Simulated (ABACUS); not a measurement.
Ta3AsAu2O13:

```
Ta As Au O
1.0
     5.45204    0.00000    0.00000
    -2.72602    4.72161    0.00000
     0.00000    0.00000    9.57902
Ta As Au O
3 1 2 13
Direct
  0.00000 0.00000 0.19408
  0.00000 0.00000 0.80592
  0.66667 0.33333 0.00000
  0.00000 0.00000 0.50000
  0.33333 0.66667 0.27428
  0.33333 0.66667 0.72572
  0.00000 0.00000 0.00000
  0.23947 0.97129 0.36402
  0.02871 0.26818 0.36402
  0.73182 0.76053 0.36402
  0.23947 0.97129 0.63598
  0.02871 0.26818 0.63598
  0.73182 0.76053 0.63598
  0.38452 0.33425 0.85844
  0.66575 0.05026 0.85844
  0.94974 0.61548 0.85844
  0.38452 0.33425 0.14156
  0.66575 0.05026 0.14156
  0.94974 0.61548 0.14156
```

The cell was built by a generator and needn't be a form met in nature.

Base run:

* Program: ABACUS 3.10.1
* Functional: OLYP
* Potentials or basis: PseudoDojo NC SR 0.4.1 PBE standard
* Cutoff: 1143 eV
* Density cutoff: 4572 eV
* Basis: plane waves
* k mesh: 4 × 4 × 2
* Occupations: fermi-dirac, width 0.05 eV
* Spin: no spin polarisation

Its results: band gap on the k mesh none (metal or under the smearing width); pressure -1.6 GPa; largest force 0.287 eV/Å.

**Question.** The run is repeated on the same cell with these changes: functional from OLYP to LDA; potentials or basis from PseudoDojo NC SR 0.4.1 PBE standard to PseudoDojo NC SR 0.4.1 LDA standard. What comes out?

**Answer.** Band gap on the k mesh none (metal or under the smearing width); pressure -12.5 GPa; largest force 0.546 eV/Å.

Caveats: there are fewer bands than atomic start orbitals, so a level may be missed at k points of high symmetry; the potentials were made for another functional, which shifts forces and pressure (some runs).
